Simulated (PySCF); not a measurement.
The system is NZnClH2, in a box.

```xyz
5
Lattice="13.0000 0.0000 0.0000 0.0000 13.0000 0.0000 0.0000 0.0000 12.0000" Properties=species:S:1:pos:R:3 pbc="T T T"
N     5.6209    7.6615    5.7621
Zn    6.6795    6.3294    6.3878
Cl    8.0346    4.8804    7.0551
H     4.9914    7.4072    5.0129
H     5.0859    8.1616    6.4591
```

Base run:

```yaml
Program: PySCF 2.14.0
Functional: SCAN
Dispersion: D3
Potentials_or_basis: 6-31g* (all-electron)
k_mesh: 1 × 1 × 1
Occupations: fixed
Spin: no spin polarisation
```

Its results: gap between the frontier levels 4.68 eV.

Problem. The run is repeated on the same cell with these changes: functional from SCAN to BLYP. What comes out?

Solution. Gap between the frontier levels 4.00 eV.

SCAN gives the wider gap, since meta-GGAs in the generalised Kohn-Sham scheme recover part of the derivative discontinuity.

Caveats: this is a molecule in a periodic box at the Γ point, so its band gap is the HOMO-LUMO gap; the basis of atomic orbitals isn't converged, which shifts pressures, moduli and gaps.

A k mesh can miss the band edges.

Not every run made on this cell is shown here.
